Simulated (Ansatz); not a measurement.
**C2H5AlO (SMILES [CH3][Al]1[CH2][O]1) at r2SCAN/6-31G(d) (spherical functions)**

Aim: the electronic atomisation energy of C2H5AlO at r2SCAN/6-31G* (spherical functions), from 5 runs. 

The results are computed with Ansatz 0.2.0.

82 further runs of the same task are left out: 82 set aside as unsound or not needed.

## 1. The structure to begin with

C2H5AlO: 9 atoms, total charge 0, spin state singlet. As SMILES, `[CH3][Al]1[CH2][O]1`. The coordinates come from a PBE0-D4/def2-TZVP relaxation.

Bond lengths: C1–Al2 1.934 Å, Al2–C3 1.883 Å, Al2–O4 1.707 Å, C3–O4 1.488 Å, C1–H5 1.093 Å, C1–H6 1.091 Å, C1–H7 1.094 Å, C3–H8 1.091 Å, C3–H9 1.091 Å. Some angles: C1–Al2–C3 171.7°, C1–Al2–O4 139.6°, C3–Al2–O4 48.7°, Al2–C3–O4 59.5°, Al2–O4–C3 71.8°, Al2–C1–H5 110.3°, Al2–C1–H6 112.2°, Al2–C1–H7 110.1°, Al2–C3–H8 123.8°, Al2–C3–H9 123.8°.

## 2. A single-point energy at r2SCAN/6-31G(d) (spherical functions)

Contents of job.yaml:

```yaml
basis:
  gaussian:
    orbitals: 6-31G_st_-spherical.json
crystal:
  periodic: [false, false, false]
  atoms:
    - {symbol: C, position_ang: [-0.670900, 1.320200, -1.081500]}
    - {symbol: Al, position_ang: [0.051300, -0.076700, 0.044200]}
    - {symbol: C, position_ang: [0.678700, -1.280200, 1.349300]}
    - {symbol: O, position_ang: [0.789300, -1.609500, -0.097900]}
    - {symbol: H, position_ang: [0.039700, 1.575000, -1.872100]}
    - {symbol: H, position_ang: [-0.900200, 2.226000, -0.517500]}
    - {symbol: H, position_ang: [-1.591200, 0.976800, -1.562100]}
    - {symbol: H, position_ang: [0.038500, -1.980500, 1.887700]}
    - {symbol: H, position_ang: [1.653200, -1.197400, 1.832800]}
hamiltonian:
  xc: {name: r2SCAN}
accuracy: high
output:
  orbitals: {seedname: orbitals}
```

The basis set 6-31G* is read from a file made from the Basis Set Exchange's data (not shown).

On the command line:

```sh
ansatz run job.yaml --threads 1 --pin off --max-ram 3480MiB --events-out events.jsonl --progress --plain --runs-dir runs
```

Standard output:

```text
Warning: RAYON_NUM_THREADS=1 ignored (pool sized by the plan → 1); use --threads N
Functional definition: r2SCAN
  name "r2SCAN"
  parameter k0 = 0.174
  parameter k1 = 0.065
  parameter a1 = 4.9479
  exchange = r2scan_x(k0 = k0, k1 = k1, a1 = a1)
  correlation = r2scan_c
1640 factors; integrals over basis functions are off by at most 8.4e-9 eV
mean field evaluation 1: about -10783.0795 eV, gradient 7.1e1 eV
mean field evaluation 2: about -10716.5698 eV, gradient 1.7e2 eV
mean field evaluation 4: about -10794.8971 eV, gradient 7.5e0 eV
mean field evaluation 8: about -10795.0558 eV, gradient 4.9e-1 eV
mean field evaluation 16: about -10795.0509 eV, gradient 8.2e-5 eV
mean field -10795.05093818 eV, -396.7108048297 hartree, gradient 8.7e-8 eV, S^2 0.000000; 0 other end points of the search recorded, 0 dependent functions left out
reference -10795.05093923 eV, -396.7108048686 hartree; 19, 19 occupied and 51, 51 virtual orbitals, 1640 factors
Total energy: -10795.05093923 eV, -396.7108048686 hartree
```

Wall time 11 s (1 thread of Arm Neoverse V2, shared host); peak memory 0.24 GiB.

## 3. The Al atom, same level

Contents of input.yaml:

```yaml
crystal:
  periodic: [false, false, false]
  atoms:
    - {symbol: Al, position_ang: [0.000000, 0.000000, 0.000000]}
basis:
  gaussian:
    orbitals: 6-31G_st_-spherical.json
total_charge: 0
magnetization:
  spin_polarized: true
  initial_magnetization: 1
hamiltonian:
  xc: {name: r2SCAN}
accuracy: high
```

The basis set 6-31G* is read from a file made from the Basis Set Exchange's data (not shown).

On the command line:

```sh
ansatz run input.yaml --threads 1 --pin off --max-ram 3480MiB --events-out events.jsonl --progress --plain --runs-dir runs
```

Standard output, shortened:

```text
Warning: RAYON_NUM_THREADS=1 ignored (pool sized by the plan → 1); use --threads N
[... 7 set-up lines as earlier in the session ...]
140 factors; integrals over basis functions are off by at most 3.7e-9 eV
mean field evaluation 1: about -6593.5637 eV, gradient 1.8e0 eV
mean field evaluation 2: about -6593.6128 eV, gradient 4.1e-1 eV
mean field evaluation 4: about -6593.6148 eV, gradient 8.9e-2 eV
mean field evaluation 8: about -6593.6148 eV, gradient 4.0e-4 eV
mean field evaluation 16: about -6593.4938 eV, gradient 2.8e0 eV
mean field evaluation 32: about -6593.6148 eV, gradient 7.1e-8 eV
mean field -6593.61484817 eV, -242.3108763576 hartree, gradient 7.1e-8 eV, S^2 0.755063; 1 other end points of the search recorded, 0 dependent functions left out
reference -6593.61485341 eV, -242.3108765502 hartree; 7, 6 occupied and 11, 12 virtual orbitals, 140 factors
Total energy: -6593.61485341 eV, -242.3108765502 hartree
```

Run time: 2.7 s. Hardware: 1 thread of Arm Neoverse V2, shared host; peak memory 0.13 GiB.

## 4. The C atom, same level

Contents of in.yaml:

```yaml
crystal:
  periodic: [false, false, false]
  atoms:
    - {symbol: C, position_ang: [0.000000, 0.000000, 0.000000]}
basis:
  gaussian:
    orbitals: 6-31G_st_-spherical.json
hamiltonian:
  xc: {name: r2SCAN}
accuracy: high
magnetization:
  spin_polarized: true
  initial_magnetization: 2
```

The basis set 6-31G* is read from a file made from the Basis Set Exchange's data (not shown).

Run the same way, it converges to -37.81920 Eh (log not shown).

## 5. The H atom at the same level

Contents of input.yaml:

```yaml
basis:
  gaussian: {orbitals: "6-31G*"}
crystal:
  periodic: [false, false, false]
  atoms:
    - {symbol: H, position_ang: [0.000000, 0.000000, 0.000000]}
accuracy: high
magnetization: {spin_polarized: true, initial_magnetization: 1}
hamiltonian: {xc: r2scan}
```

Run the same way, it converges to -0.49823 Eh (log not shown).

## 6. The O atom, same level

Contents of input.yaml:

```yaml
crystal:
  periodic: [false, false, false]
  atoms:
    - {symbol: O, position_ang: [0.000000, 0.000000, 0.000000]}
basis:
  gaussian: {orbitals: 6-31G_st_-spherical.json}
magnetization: {spin_polarized: true, initial_magnetization: 2}
hamiltonian: {xc: r2scan}
accuracy: high
```

The basis set 6-31G* is read from a file made from the Basis Set Exchange's data (not shown).

On the command line:

```sh
ansatz run input.yaml --threads 1 --pin off --max-ram 3480MiB --events-out events.jsonl --progress --plain --runs-dir runs
```

Standard output, shortened:

```text
Warning: RAYON_NUM_THREADS=1 ignored (pool sized by the plan → 1); use --threads N
[... 7 set-up lines as earlier in the session ...]
96 factors; integrals over basis functions are off by at most 1.3e-9 eV
mean field evaluation 1: about -2041.3180 eV, gradient 6.1e0 eV
mean field evaluation 2: about -2041.4080 eV, gradient 3.7e0 eV
mean field evaluation 4: about -2041.4608 eV, gradient 9.8e-3 eV
mean field evaluation 8: about -2041.4632 eV, gradient 6.8e-4 eV
mean field -2041.46324284 eV, -75.0223904209 hartree, gradient 2.9e-9 eV, S^2 2.003373; 0 other end points of the search recorded, 0 dependent functions left out
reference -2041.46324304 eV, -75.0223904282 hartree; 5, 3 occupied and 9, 11 virtual orbitals, 96 factors
Total energy: -2041.46324304 eV, -75.0223904282 hartree
```

It took 0.83 s on 1 thread of Arm Neoverse V2, shared host; peak memory 0.094 GiB.

## 7. Results

At r2SCAN/6-31G* (spherical functions):

| quantity | value |
| --- | --- |
| molecule: total energy | -396.71080 Eh |
| molecule: HOMO energy | -5.00 eV |
| molecule: LUMO energy | -0.85 eV |
| molecule: HOMO–LUMO gap | 4.15 eV |
| Al atom: total energy | -242.31088 Eh |
| Al atom: ⟨S²⟩ | 0.755 |
| C atom: total energy | -37.81920 Eh |
| C atom: ⟨S²⟩ | 2.004 |
| H atom: total energy | -0.49823 Eh |
| H atom: ⟨S²⟩ | 0.750 |
| O atom: total energy | -75.02239 Eh |
| O atom: ⟨S²⟩ | 2.003 |
| electronic atomisation energy | 33.960 eV |

What this shows: Taking the molecule apart into free atoms costs 33.96 eV (3277 kJ/mol), before zero-point energy and without spin-orbit coupling.
